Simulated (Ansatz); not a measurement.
This script drives Ansatz's Python interface.

`kpt_vcrelax.py`:
```python
"""Relax cell and ions of KPt."""

from pathlib import Path

import ansatz
from ase import Atoms
from ase.io.cube import read_cube_data
from ase.neighborlist import neighbor_list
from ase.units import Bohr
import numpy as np
from pymatgen.core import Lattice, Structure
from pymatgen.io.ase import AseAtomsAdaptor

SETTINGS = {
    "cutoff_ev": 550,
    "mesh": (9, 9, 5),
    "force_tol": 0.03,
}

def edges_and_angles(cell):
    cell = np.asarray(cell)
    a, b, c = np.linalg.norm(cell, axis=1)
    cosines = cell[1] @ cell[2] / (b * c), cell[0] @ cell[2] / (a * c), cell[0] @ cell[1] / (a * b)
    return (a, b, c, *np.degrees(np.arccos(cosines)))

pmg_structure = Structure(
    Lattice([(3.000847, 0.0, 0.0), (-1.500424, 2.59881, 0.0), (0.0, 0.0, 5.345578)]),
    ["K", "Pt"],
    [
        (1 / 3, 2 / 3, 0.5),
        (0.0, 0.0, 0.0),
    ],
)
kpt = ansatz.Crystal.from_ase(AseAtomsAdaptor.get_atoms(pmg_structure))

# a pressure is positive in compression
calc = (
    kpt.calculation()
    .functional(ansatz.Functional.PBE)
    .basis(SETTINGS["cutoff_ev"])
    .kpoints(*SETTINGS["mesh"], center="gamma")
    .occupations(ansatz.OccupationsMethod.FERMI_DIRAC)
    .relax(force_tolerance=SETTINGS["force_tol"], pressure=20 * ansatz.kbar)
    .density()
    .output_files(volumetric_format="cube")
    .band_table()
)
steps = []


def follow(event):
    if event["event"] != "relax_step":
        return
    row = event["data"]
    steps.append(row)
    print(f"step {row['step']:3d}  E = {row['lagrangian_ev']:.5f} eV  largest force component = {row['allowed_force_max_ev_ang']:.4f} eV/A  P = {row['pressure_gpa']:.3f} GPa")


done = calc.session().plan(threads=1).execute(on_event=follow)
report = done.report

first, last = steps[0], steps[-1]
symbols = [site.symbol for site in done.lattice.sites]
print(f"energy gained {first['lagrangian_ev'] - last['lagrangian_ev']:.4f} eV in {len(steps) - 1} steps")
for label, vectors in (("before", first["cell_ang"]), ("after", done.lattice.cell_ang)):
    print(label, "a b c (A) {:.4f} {:.4f} {:.4f}  angles {:.2f} {:.2f} {:.2f}".format(*edges_and_angles(vectors)), f" V = {abs(np.linalg.det(vectors)):.3f} A^3")
print("final stress xx yy zz (GPa, compression positive):", np.round(np.diag(report["stress_gpa"]), 3) + 0.0)

print("atom   start x y z (A)              end x y z (A)")
for symbol, a, b in zip(symbols, first["positions_ang"], last["positions_ang"]):
    print(f"{symbol:3s}", " ".join(f"{v:8.4f}" for v in a), "  ", " ".join(f"{v:8.4f}" for v in b))

final = Atoms(symbols, positions=last["positions_ang"], cell=done.lattice.cell_ang, pbc=True)
i, j, d = neighbor_list("ijd", final, 4.5)
print("neighbours within 1.15 times the shortest distance of each atom (A)")
for atom in range(len(final)):
    near = [m for m in np.argsort(d) if i[m] == atom]
    shell = [m for m in near if d[m] < 1.15 * d[near[0]]]
    print(f"{symbols[atom]}{atom} ({len(shell)}):", ", ".join(f"{symbols[j[m]]} {d[m]:.3f}" for m in shell))

n_atoms = len(report["lattice"]["sites"])
print("F =", round(report["free_energy_ev"], 4), "eV for", n_atoms, "atoms")
print("E(sigma -> 0) =", round(report["energy_sigma0_ev"], 4), "eV, TS =", round(report["entropy_ts_ev"], 5), "eV")
print("closed by", report["closed_by"], "after", report["n_iterations"], "iterations")

# cube files hold the density in electrons per cubic bohr
folder = Path(done.write_results("cubes"))
print("\n".join((folder / "rho.cube").read_text().splitlines()[: 6 + 2]))
values, cube_atoms = read_cube_data(str(folder / "rho.cube"))
print("electrons from the file:", round(values.mean() * cube_atoms.get_volume() / Bohr ** 3, 3))

edges = report.get("band_edges_ev")
if edges:
    print(f"band edges on the mesh: {edges[0]:.3f} and {edges[1]:.3f} eV, gap {edges[1] - edges[0]:.3f} eV")
else:
    print("no band edges reported (a metal, or a gap too narrow for this smearing); Fermi level", round(report["fermi_energy_ev"], 3), "eV")
```

It is started by `python kpt_vcrelax.py`. How long does it take on 1 thread of Arm Neoverse V2 (shared host), and how much memory does it need?

It took about 20 s, with a peak of 0.48 GiB, for 1 run of the engine.

```console
$ python kpt_vcrelax.py
step   1  E = -14060.27578 eV  largest force component = 0.0000 eV/A  P = 0.288 GPa
step   2  E = -14060.26358 eV  largest force component = 0.0000 eV/A  P = 2.636 GPa
step   3  E = -14060.26897 eV  largest force component = 0.0000 eV/A  P = 1.967 GPa
step   4  E = -14060.26895 eV  largest force component = 0.0000 eV/A  P = 1.967 GPa
step   5  E = -14060.26873 eV  largest force component = 0.0000 eV/A  P = 2.000 GPa
step   6  E = -14060.26873 eV  largest force component = 0.0000 eV/A  P = 2.000 GPa
energy gained -0.0071 eV in 5 steps
before a b c (A) 3.0008 3.0008 5.3456  angles 90.00 90.00 120.00  V = 41.688 A^3
after a b c (A) 2.9608 2.9608 5.3363  angles 90.00 90.00 120.00  V = 40.512 A^3
final stress xx yy zz (GPa, compression positive): [2.    2.    1.999]
atom   start x y z (A)              end x y z (A)
K    -0.0000   1.7325   2.6728     -0.0000   1.7094   2.6682
Pt    0.0000   0.0000   0.0000      0.0000  -0.0000   0.0000
neighbours within 1.15 times the shortest distance of each atom (A)
K0 (12): K 2.961, K 2.961, K 2.961, K 2.961, K 2.961, K 2.961, Pt 3.169, Pt 3.169, Pt 3.169, Pt 3.169, Pt 3.169, Pt 3.169
Pt1 (12): Pt 2.961, Pt 2.961, Pt 2.961, Pt 2.961, Pt 2.961, Pt 2.961, K 3.169, K 3.169, K 3.169, K 3.169, K 3.169, K 3.169
F = -14060.2687 eV for 2 atoms
E(sigma -> 0) = -14060.2583 eV, TS = 0.0209 eV
closed by deck_thresholds after 7 iterations
ansatz rho
values in e/bohr^3 (x slowest, z fastest)
    2    0.000000    0.000000    0.000000
   24    0.233127    0.000000    0.000000
   24   -0.116564    0.201894    0.000000
   45    0.000000    0.000000    0.224093
   19   19.000000   -0.000000    3.230307    5.042097
   78   78.000000    0.000000   -0.000000    0.000000
electrons from the file: 27.0
no band edges reported (a metal, or a gap too narrow for this smearing); Fermi level 13.803 eV
```

What to keep in mind:
- Total energies depend on the potentials; only differences at equal settings carry meaning. A total without «per atom» is that of the cell as typed.
- Forces vanish by symmetry, so the ions can't move, and the end may be a saddle.
- Part of the cell is held or a pressure is applied, so the end point needn't be the zero-pressure lattice.
- At a fixed pressure a relaxation lowers the enthalpy F + PV, while F alone can rise.
- The mesh is modest for a metal, so energies can be off by several to tens of meV an atom and pressures by half a GPa or more; differences at equal mesh fare better.
- The zero of the levels is a convention of the potentials, so an absolute Fermi energy is no work function.
- Energies along a relaxation are free energies. Rows at an unchanged volume are solved on a plane-wave basis chosen afresh for that cell, so the energy jumps there and such rows are no steps of the walk.
- Symmetry holds the cell in this phase, whether or not it is the stable one at this pressure.
- Densities and potentials on the grid are those of the valence electrons, and inside the cores they hang on the potentials used.
- This cell is a computed structure, which may not be the phase found in nature.
- Gaps and levels are Kohn-Sham values on a finite set of k-points, without spin-orbit coupling.

(Lines on the test bed's own set-up are left out of the output.)
